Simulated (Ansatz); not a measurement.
# Na6Cd2Mo: the cost of one run

Computed with Ansatz 0.2.0 (DFT PBE, scalar-relativistic, plane waves, PAW, unless a step's input says otherwise).

### 1 The starting structure

The structure is hexagonal, space group P6/mmm (No. 191). Conventional cell: a = 4.946 Å, b = 4.946 Å, c = 10.850 Å, α = 90.00°, β = 90.00°, γ = 120.00°. Around Na (site symmetry 3m) lie 1 Cd at 2.52 Å and 4 Na at 2.86 to 2.90 Å. Around Na (site symmetry -6m2) lie 5 Na at 2.86 to 2.90 Å. Cd (site symmetry -6m2) has 2 Na at 2.52 Å and 3 Mo at 2.86 Å and 3 Cd at 2.86 Å in its first shell of neighbours. Mo (site symmetry 6/mmm) is surrounded by 6 Cd at 2.86 Å.

Structure file:

```
CELL_PARAMETERS angstrom
4.94637 0.00000 0.00000
-2.47319 4.28368 0.00000
0.00000 0.00000 10.84952
ATOMIC_POSITIONS crystal
Na 0.33333 0.66667 0.76740
Na 0.66667 0.33333 0.76740
Na 0.66667 0.33333 0.23260
Na 0.33333 0.66667 0.23260
Na 0.33333 0.66667 0.50000
Na 0.66667 0.33333 0.50000
Cd 0.33333 0.66667 0.00000
Cd 0.66667 0.33333 0.00000
Mo 0.00000 0.00000 0.00000
```

The cell is invented: random cell by space group and Wyckoff sites (P6/mmm, No. 191). Lengths come from tabulated atomic sizes and are only a guess.

### 2 Probe: one point on a coarse mesh

Contents of input.yaml:

```yaml
crystal:
  lattice:
    - [4.94637028, 0.0, 0.0]
    - [-2.47318514, 4.28368232, 0.0]
    - [0.0, 0.0, 10.84951522]
  atoms:
    - { symbol: Na, position: [0.33333333, 0.66666667, 0.76739672] }
    - { symbol: Na, position: [0.66666667, 0.33333333, 0.76739672] }
    - { symbol: Na, position: [0.66666667, 0.33333333, 0.23260328] }
    - { symbol: Na, position: [0.33333333, 0.66666667, 0.23260328] }
    - { symbol: Na, position: [0.33333333, 0.66666667, 0.5] }
    - { symbol: Na, position: [0.66666667, 0.33333333, 0.5] }
    - { symbol: Cd, position: [0.33333333, 0.66666667, 0.0] }
    - { symbol: Cd, position: [0.66666667, 0.33333333, 0.0] }
    - { symbol: Mo, position: [0.0, 0.0, 0.0] }
basis:
  ecutwfc: 420
kpoints:
  mp_grid: { grid: [6, 6, 2] }
hamiltonian:
  xc: pbe
scf:
  occupations: { method: gaussian, width: 0.1 }
  lower_state_search: "off"
output:
  forces: true
  stress: true
  eigenvalues: true
```

Command:

```console
$ ansatz run input.yaml --threads 1 --pin off --max-ram 2560MiB --backend cpu --events-out ev --progress --plain --runs-dir out
```

Q: Estimate wall time and peak memory on 1 thread of AMD EPYC 9R45 (Zen 5), shared host.

About 3 s, with a peak of 0.6 GiB.
